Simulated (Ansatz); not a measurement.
# C2H3O2Se: the cost of one run

Program: Ansatz 0.2.0 through its Python package. Level of theory: B3LYP/def2-SVP. These are calculated values, not measurements.

## 1. Starting point

Bond lengths: O1–C2 1.259 Å, C2–O3 1.389 Å, C2–C4 1.492 Å, C4–Se5 1.945 Å, C4–H6 1.110 Å, C4–H7 1.111 Å, Se5–H8 1.537 Å. Angles: O1–C2–O3 119.7°, O1–C2–C4 120.2°, O3–C2–C4 120.0°, C2–C4–Se5 109.6°, C2–C4–H6 109.8°, C2–C4–H7 110.1°, Se5–C4–H6 109.2°, Se5–C4–H7 109.3°, H6–C4–H7 108.7°, C4–Se5–H8 90.8°.

The script holds or builds the structure itself.

## 2. Script

torsion_c2h3o2se.py

```python
'''Energy of C2H3O2Se(-) as one group turns about a bond.'''

import ansatz as az
from ase import Atoms


def main() -> None:
    atoms = Atoms(['O', 'C', 'O', 'C', 'Se', 'H', 'H', 'H'], positions=[
        (-1.8467, -1.0221, 0.4526),
        (-1.2205, 0.0388, 0.1928),
        (-1.8051, 1.2685, 0.4674),
        (0.1646, -0.0234, -0.3573),
        (1.4462, -0.077, 1.1049),
        (0.361, 0.8726, -0.9829),
        (0.2859, -0.9311, -0.9857),
        (2.6146, -0.1262, 0.1082),
    ])

    # relax first, so that the scan starts from a minimum
    first = az.Crystal.molecule_from_ase(atoms).calculation()
    first = first.basis(gaussian='def2-SVP').functional('b3lyp')
    first = first.charge(-1).relax(force_tolerance=0.02, max_steps=80)
    atoms.positions = first.run(threads=1, pin='off').report['positions_ang']

    start = atoms.get_dihedral(4, 3, 1, 0)
    energies = {}
    for turn in range(0, 360, 30):
        turned = atoms.copy()
        turned.set_dihedral(4, 3, 1, 0, start + turn, indices=[0, 1, 2])
        model = (
            az.Crystal.molecule_from_ase(turned).calculation()
            .basis(gaussian='def2-SVP')
            .functional('b3lyp')
            .charge(-1)
        )
        energies[round((start + turn) % 360)] = model.run(threads=1, pin='off').report['free_energy_ev']
    floor = min(energies.values())
    print('dihedral Se4-C3-C1-O0 (deg)   E - E(min) (eV)')
    for angle, e in sorted(energies.items()):
        print(f'{angle:8d} {(e - floor):14.3f}  ' + '#' * int(30 * (e - floor) / max(max(energies.values()) - floor, 1e-9)))


if __name__ == '__main__':
    main()
```

## 3. The run

On the command line:

```sh
python torsion_c2h3o2se.py
```

Q: Estimate wall time and peak memory on 1 thread of Arm Neoverse V2, shared host.

About 2.8 min, with a peak of 0.31 GiB.
